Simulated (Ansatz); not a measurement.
**Relaxation of SrFeO3, perovskite type**

Aim: in SrFeO3, perovskite type, a known structure type filled with other elements, at an estimated volume, relax cell and atoms at 20 GPa, then read levels, charges and fields where it ends.

Method: DFT, PBEsol, collinear spin, plane waves, PAW, in Ansatz 0.2.0.

**1. The cell**

Symmetry: Pm-3m, No. 221, cubic system. The conventional cell has a = 3.854 Å, b = 3.854 Å, c = 3.854 Å, α = 90.00°, β = 90.00°, γ = 90.00°. Fe (site symmetry m-3m) has 6 O at 1.93 Å as nearest neighbours. O (site symmetry 4/mmm) is surrounded by 2 Fe at 1.93 Å and 4 Sr at 2.72 Å. Sr (site symmetry m-3m) has 12 O at 2.72 Å as nearest neighbours.

The coordinates stand in the input below.

The first density is read from a saved solution for the starting cell.

**2. The relaxation**

Contents of input.yaml:

```yaml
crystal:
  lattice:
    - [3.85350944, 0.0, 0.0]
    - [0.0, 3.85350944, 0.0]
    - [0.0, 0.0, 3.85350944]
  atoms:
    - { symbol: Fe, position: [0.0, 0.0, 0.0], spin: 4.0 }
    - { symbol: O, position: [0.5, 0.0, 0.0] }
    - { symbol: O, position: [0.0, 0.5, 0.0] }
    - { symbol: O, position: [0.0, 0.0, 0.5] }
    - { symbol: Sr, position: [0.5, 0.5, 0.5] }
kpoints:
  mp_grid: { grid: [6, 6, 6], shift: [0, 0, 0] }
magnetization:
  spin_polarized: true
scf:
  occupations: { method: fermi_dirac }
  lower_state_search: "off"
hamiltonian:
  pseudopotentials: { kind: paw }
  xc: pbesol
basis:
  ecutwfc: 420
  fft_grid_basis: typed
relax:
  max_steps: 40
  cell: { p_target: 20.0 }
output:
  forces: true
  stress: true
  eigenvalues: true
  bader: true
  populations: true
  elf: true
  write_potential: true
  volumetric_format: npy
  dos:
    e_range: [-12, 8]
    de: 0.05
    projected: { site_lists: { Fe: [Fe], O: [O], Sr: [Sr] } }
  write_density: true
checkpoint:
  read: saved_state
```

Started as:

```sh
> ansatz run input.yaml --threads 2 --pin off --max-ram 4096MiB --backend cpu --events-out ev --progress --plain --runs-dir out
```

What does the calculation give? Wanted: moves; largest move; cell; volume; pressure at the end; character; Bader charges; net moment; largest moment.

As calculated:

| quantity | value |
| --- | --- |
| moves | 5 |
| largest move | 0.00 Å |
| space group (0.01 Å), before / after | Pm-3m / Pm-3m |
| cell | a = 3.660 Å, b = 3.660 Å, c = 3.660 Å, α = 90.00°, β = 90.00°, γ = 90.00° |
| volume | 9.80 Å³/atom (-14.3 %) |
| pressure at the end | 20.00 GPa |
| character | metal |
| density of states, mean within 0.25 eV of the Fermi level | 1.4 per eV per cell |
| Bader charges | Fe +1.71, O -1.09, Sr +1.55 e |
| net moment | 2.90 μB per cell |
| largest moment | 2.37 μB on Fe (Bader basin) |

The volume shrank by 14.3 %, and the atoms end where they began within the cell. The run held to 48 symmetry operations, so a lower structure without them is not ruled out. The cell is metallic; within 0.25 eV of the Fermi level the density of states averages 1.4 per eV per cell, mostly Fe d (64 %) and O p (31 %). Semilocal functionals often make such open-shell compounds metallic where a U or a hybrid opens a gap. Fe loses most charge (+1.71 e on average) and O gains most (-1.09 e). The one magnetic atom, Fe, carries 2.37 μB, and a cell this small cannot hold opposed moments.

Caveats: a 3d oxide or halide that comes out metallic without a U or exact exchange, which may be an insulator in nature; one start, so the state may not be the lowest.
